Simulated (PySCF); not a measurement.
# C₄H₇B: electronic excitations and core binding energies

Wanted: the electronic excitations and core binding energies of C₄H₇B (`B[C@@H]1CC1=C`), by calculation.

Programs: PySCF 2.14.0, with density-fitted response routines of our own. Each step states its level of theory. These are calculated values for one molecule in the gas phase, unless marked as measured. Atoms are numbered from 0 throughout.

## Step 1: The molecule as given

12 atoms, charge 0, multiplicity 1; geometry from: GFN2-xTB.

Bonds of the start (Å): B0–C1 1.53, C1–C2 1.54, C2–C3 1.45, C3–C4 1.31, C3–C1 1.49, B0–H5 1.17, B0–H6 1.17, C1–H7 1.09, C2–H8 1.08, C2–H9 1.08, C4–H10 1.08, C4–H11 1.08.

## Step 2: TDDFT and polarisability: PBE0/def2-SVPD

The job: settings as JSON, then the geometry in Å.

```
{"job": {"kind": "uv", "xc": "PBE0", "basis": "def2-SVPD", "nstates": 8, "ntriplets": 3}, "charge": 0, "multiplicity": 1}
B     -1.163038     1.120601     0.915911
C     -0.841163    -0.138470     0.099269
C      0.215122    -1.148927     0.595642
C      0.518342    -0.255323    -0.499571
C      1.342182     0.190497    -1.409727
H     -2.187478     1.668528     0.781096
H     -0.369475     1.540567     1.666478
H     -1.621567    -0.579266    -0.515384
H      0.040088    -2.195994     0.389958
H      0.666285    -0.962638     1.559889
H      1.071412     0.985867    -2.084934
H      2.330488    -0.226128    -1.524655
```

Level: TDDFT PBE0/def2-SVPD, vertical, gas phase, core orbitals frozen in the response.

Run with:

```
$ OMP_NUM_THREADS=1 python probes_run.py task.json out
```

This one command runs all jobs of the session in turn.

**Question.** This job is followed by: delta-SCF UKS SCAN, pcX-2 on the ionised atom, pcseg-1 elsewhere, spin-free X2C. Predict these results of the whole session: lowest singlet (PBE0/def2-SVPD); brightest single state of those computed; lowest triplet; surface potential, 1st and 99th percentile; C1s binding energies, SCAN/pcX-2.

**Answer**, as computed:

```
                                quantity                                          value
         lowest singlet (PBE0/def2-SVPD)                    5.12 eV (242 nm), f = 0.016
brightest single state of those computed                    state 6, 7.26 eV, f = 0.221
                          lowest triplet                                        4.37 eV
   surface potential, 1st and 99th percentile                             -0.58 V and 0.97 V
        C1s binding energies, SCAN/pcX-2  C2 290.93, C3 290.83, C1 290.38, C4 290.20 eV
```

What this shows: The lowest singlet, at 5.12 eV, is HOMO→LUMO 0.96 and is weak; of the 8 states computed, the strongest absorption comes from states 6 to 7 together at 7.26 eV. The lowest triplet lies 0.74 eV below the lowest singlet (triplets in Tamm-Dancoff, singlets in full TDDFT). By nearest atom (PBE0/def2-SVPD), the HOMO sits on C3, C4 about 36 % each and the LUMO on B0 47 %; H5, H6 about 15 % each. The C1s levels kept as sound span 0.72 eV, from C4 (terminal =CH2 carbon) up to C2 (three-membered-ring carbon).
